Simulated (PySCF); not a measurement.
The system is C2F2H4, in a box.

```
C F H
1.0
    11.00000    0.00000    0.00000
     0.00000   12.00000    0.00000
     0.00000    0.00000   12.00000
C F H
2 2 4
Direct
  0.50260 0.56875 0.51436
  0.49758 0.44410 0.51174
  0.58644 0.40033 0.57735
  0.51760 0.40627 0.40643
  0.59152 0.59661 0.48530
  0.48801 0.59835 0.59924
  0.43221 0.60317 0.46042
  0.41084 0.40925 0.53988
```

Program: PySCF 2.14.0. Alike in all runs: task atomic charges; potentials or basis pob-tzvp-rev2 (all-electron); no spin polarisation; cell as given; k mesh 1 × 1 × 1; smearing fixed.

**Question.** Order these runs on this cell by their band gap on the k mesh, lowest first.
A. level r2SCAN50+D3(BJ); three-body dispersion term no; exxdiv ewald
B. level r2SCANh; exxdiv ewald
C. level revPBE+D3(OP); three-body dispersion term no
D. level SCAN0; exxdiv ewald

**Answer.** C (10.18 eV), B (12.14 eV), D (13.68 eV), A (16.15 eV).

Caveats: this is a molecule in a periodic box at the Γ point, so its band gap is the HOMO-LUMO gap; the basis of atomic orbitals isn't converged, which shifts pressures, moduli and gaps.

Runs at the PBE level aren't shown here.
